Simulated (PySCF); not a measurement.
# GeS: bond curves at several levels of theory

One table from this session's results is given with a row withheld; the runs are named, their logs left out.

Computed with PySCF 2.14.0. Level: Ge def2-SVP, S def2-SVP, no relativity.

The first run:

Settings of the job:

```yaml
atoms: Ge, S
charge: 0
basis: Ge def2-SVP, S def2-SVP
Hamiltonian: no relativity
basis_functions: 50
electrons_treated: 48
masses_in_u: 73.9212, 31.9721
levels: PBE0, PBE, r²SCAN, PW91, BLYP, MN15, HSE06, HF, MP2, SCS-MP2, CCSD, CCSD(T)
grid: 80 radial by 434 angular points
occupations: held fixed by the projection of orbital angular momentum
dissociation_limit: Ge + S, each in its ground configuration
starting_distance_in_angstrom: 2.145
values_of_2S_to_try: 0, 2, 4
```

The run is started by

```bash
$ OMP_NUM_THREADS=1 python dia.py task.json out
```

Among the steps run: The job; PBE0 along the bond; Higher solutions at PBE0; PBE (GGA); r²SCAN; PW91 (GGA); BLYP (GGA); MN15 (hybrid meta-GGA); HSE06; RHF (mean field); Correlated methods on the Hartree–Fock reference.

One of the session's tables, all rows but one given; the rest of the session is left out.

Energy (eV) from each level's lowest point:

```
R (Å)    RHF  RHF-MP2  RHF-SCS-MP2  RHF-CCSD  RHF-CCSD(T)
1.740  1.612    1.774        1.787       n/a          n/a
1.821  0.659    0.792        0.799     0.782        0.852
1.902  0.161    0.250        0.253     0.241        0.286
1.962  0.009    0.057        0.058     0.051        0.075
2.023  0.000    0.000        0.000     0.000        0.000
2.084      ?        ?            ?         ?            ?
2.165  0.368    0.233        0.233     0.256        0.186
2.266  0.841    0.597        0.599     0.640        0.509
2.387  1.530    1.150        1.155     1.218        0.998
2.549  2.533    2.008        2.012       n/a          n/a
```

Q: Estimate the row for R (Å) = 2.084 from the others.

Worked estimate for «RHF». A straight line through the neighbours (2.023, 0.000) and (2.165, 0.368) gives 0.000 + (0.368 − 0.000) × (2.084 − 2.023) / (2.165 − 2.023) = 0.158; a parabola fitted to 4 rows on both sides gives 0.112.

**Answer.** RHF: 0.103; RHF-MP2: 0.049; RHF-SCS-MP2: 0.048; RHF-CCSD: 0.057; RHF-CCSD(T): 0.029. In «RHF» the line misses by +0.055 and the parabola by +0.009.
